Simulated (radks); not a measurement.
**He in 1s1 2s1: an all-electron calculation**

One table from this session's results is given with a row withheld; the runs are named, their logs left out.

The numbers are computed with radks (a radial shooting solver on a logarithmic mesh, Libxc functionals) version 1 (Dirac Kohn-Sham, Wu-Cohen GGA, spin-unpolarised, spherical densities, finite nucleus), except any that are marked as measured or tabulated.

### The atom as given

```
element            : helium (Z = 2)
charge             : 0
electrons          : 2
configuration      : 1s1 2s1
nuclear rms radius : 1.6755 fm
```

Outer shells as boxes (Hund's rule):

He
```
1s [↑ ]
2s [↑ ]
```

The first run:

Settings of this run:

```text
Z 2
configuration 1s1 2s1 2p0 3s0 3d0
relativity Dirac
functional wc,pbe
spin unpolarised
j_filling energy
nucleus finite rms 1.6755 fm
c 137.035999084
```

The run is started by

```sh
$ python run_ks.py task.json out
```

All runs below come from this command, one after another.

Steps of the session up to this table: Self-consistent calculation.

One table of the session follows, with a row left open; its other results are not shown here.

It belongs to the step «Shells». Sizes of the orbitals, from the radial functions (bohr):

```
level    <r>  outermost maximum (interpolated)  90 % within
1s1/2      ?                                 ?            ?
2s1/2  4.513                              3.78         6.96
2p1/2  4.895                              3.99         7.94
2p3/2  4.895                              3.99         7.94
```

**Question.** Estimate the row for 1s1/2.

**Answer.** <r>: 0.7920; outermost maximum (interpolated): 0.512; 90 % within: 1.42. In the column «<r>» it is the lowest.
